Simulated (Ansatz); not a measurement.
# CH₄GeS: vertical ionisation energy

One table from this session's results is given with a row withheld; the runs are named, their logs left out.

Program: Ansatz 0.2.0, Gaussian basis. Level of theory: unrestricted cation, the program's frozen cores in correlated methods. These are calculated values, not measurements.

Plan: UKS PBE-D4/def2-TZVPP; UKS r2SCAN-D4/def2-TZVPP; UKS PBE0-D4/def2-TZVPP; UKS B3LYP-D4/def2-TZVPP; UKS wB97X-V/def2-TZVPP; UKS wB97M-V/def2-TZVPP; UKS B2PLYP/def2-TZVPP; UHF-CCSD(T)/def2-TZVPP; UHF-CCSD(T)/def2-QZVPP; extrapolation to the limit; then −ε(HOMO) from the neutral's earlier runs with LDA (SPW92), PBE-D4, revPBE-D4, BLYP-D4, r2SCAN-D4, B97M-V, PBE0-D4, B3LYP-D4, r2SCANh-D4, r2SCAN0-D4, HSE06-D4, BHLYP-D4, CAM-B3LYP-D4, LC-ωPBE, ωB97X-V, ωB97M-V.

### The geometry

The geometry comes from an earlier relaxation with PBE0-D4 in a triple-zeta def2 set; it is a stationary point, not always the lowest conformer.

SMILES `[CH3][Ge][SH]`, 7 atoms, charge 0, spin multiplicity 1.

Atoms are counted from 1 here; the program's logs count them from 0.

Bond lengths: C1–Ge2 1.996 Å, C1–H4 1.094 Å, C1–H5 1.094 Å, C1–H6 1.091 Å, Ge2–S3 2.229 Å, S3–H7 1.343 Å. Angles: Ge2–C1–H4 110.7°, Ge2–C1–H5 110.3°, Ge2–C1–H6 110.4°, H4–C1–H5 107.7°, H4–C1–H6 108.9°, H5–C1–H6 108.8°, C1–Ge2–S3 93.9°, Ge2–S3–H7 95.9°.

The first run:

Input file in.yaml:

```yaml
crystal:
  periodic: [false, false, false]
  atoms:
    - {symbol: C, position_ang: [-0.858531, 0.665966, -0.262165]}
    - {symbol: Ge, position_ang: [0.260275, -0.077457, 1.214371]}
    - {symbol: S, position_ang: [1.541898, -1.278927, -0.156988]}
    - {symbol: H, position_ang: [-1.328215, -0.138753, -0.834528]}
    - {symbol: H, position_ang: [-0.238556, 1.246154, -0.951786]}
    - {symbol: H, position_ang: [-1.637549, 1.314926, 0.140881]}
    - {symbol: H, position_ang: [2.321876, -1.799810, 0.804517]}
basis:
  gaussian: {orbitals: def2-TZVPP}
total_charge: 1
magnetization: {spin_polarized: true, initial_magnetization: 1}
hamiltonian: {xc: pbe, dispersion: d4}
```

Started as:

```bash
ansatz run in.yaml --threads 2 --pin off --events-out ev --progress --plain --max-ram 22528MiB --backend cpu
```

Steps of the session up to this table: Cation, UKS PBE-D4/def2-TZVPP; Cation, UKS r2SCAN-D4/def2-TZVPP; Cation, UKS PBE0-D4/def2-TZVPP; Cation, UKS B3LYP-D4/def2-TZVPP; Cation, UKS wB97X-V/def2-TZVPP; Cation, UKS wB97M-V/def2-TZVPP; Cation, UKS B2PLYP (frozen core)/def2-TZVPP; Cation, UHF-CCSD(T)/def2-TZVPP; Cation, UHF-CCSD(T)/def2-QZVPP.

One of the session's tables, all rows but one given; the rest of the session is left out.

It belongs to the step «Ionisation energies side by side». Orbital estimates, from the neutral's runs:

```
  functional  −ε(HOMO) (eV)
 LDA (SPW92)           5.70
      PBE-D4           5.56
   revPBE-D4           5.51
     BLYP-D4           5.43
   r2SCAN-D4           5.80
      B97M-V           5.78
     PBE0-D4              ?
    B3LYP-D4           6.41
  r2SCANh-D4           6.18
  r2SCAN0-D4           6.75
    HSE06-D4           6.20
    BHLYP-D4           7.50
CAM-B3LYP-D4           7.84
     LC-ωPBE           9.10
     ωB97X-V           8.78
     ωB97M-V           8.66
```

Q: Estimate the row for PBE0-D4 from the others.

The run gave: −ε(HOMO) (eV): 6.59. In the column «−ε(HOMO) (eV)» it lies between B3LYP-D4 (6.41) and r2SCAN0-D4 (6.75).
